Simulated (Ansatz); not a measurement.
# Ga3S2: the cost of one run

Computed with Ansatz 0.2.0 (DFT PBE, scalar-relativistic, plane waves, PAW, unless a step's input says otherwise).

1 further run of the same task is left out (it didn't finish).

### Step 1. The structure to begin with

The structure is cubic, space group Pm-3m (No. 221). Conventional cell: a = 4.823 Å, b = 4.823 Å, c = 4.823 Å, α = 90.00°, β = 90.00°, γ = 90.00°. Ga (site symmetry 4/mmm) is surrounded by 6 S at 2.41 to 3.41 Å and 8 Ga at 3.41 Å. S (site symmetry m-3m) has 6 Ga at 2.41 Å in its first shell of neighbours. S (site symmetry m-3m) has 12 Ga at 3.41 Å in its first shell of neighbours.

As a file:

```
CELL_PARAMETERS angstrom
4.82318 0.00000 0.00000
0.00000 4.82318 0.00000
0.00000 0.00000 4.82318
ATOMIC_POSITIONS crystal
Ga 0.00000 0.50000 0.50000
Ga 0.50000 0.00000 0.50000
Ga 0.50000 0.50000 0.00000
S 0.50000 0.50000 0.50000
S 0.00000 0.00000 0.00000
```

A structure generator made this guess: random cell by space group and Wyckoff sites (Pm-3m, No. 221). The dimensions are guesses.

### Step 2. Probe: one point on a coarse mesh

input.yaml

```yaml
crystal:
  lattice:
    - [4.82317786, 0.0, 0.0]
    - [0.0, 4.82317786, 0.0]
    - [0.0, 0.0, 4.82317786]
  atoms:
    - { symbol: Ga, position: [0.0, 0.5, 0.5] }
    - { symbol: Ga, position: [0.5, 0.0, 0.5] }
    - { symbol: Ga, position: [0.5, 0.5, 0.0] }
    - { symbol: S, position: [0.5, 0.5, 0.5] }
    - { symbol: S, position: [0.0, 0.0, 0.0] }
basis:
  ecutwfc: 420
kpoints:
  mp_grid: { grid: [4, 4, 4] }
hamiltonian:
  xc: pbe
scf:
  occupations: { method: gaussian, width: 0.1 }
  lower_state_search: "off"
output:
  forces: true
  stress: true
  eigenvalues: true
```

The run is started by

```
$ ansatz run input.yaml --threads 1 --pin off --max-ram 2560MiB --backend cpu --events-out ev --progress --plain --runs-dir out
```

Q: Estimate wall time and peak memory on 1 thread of AMD EPYC (Zen 3), shared host.

About 4.9 s, with a peak of 0.38 GiB.
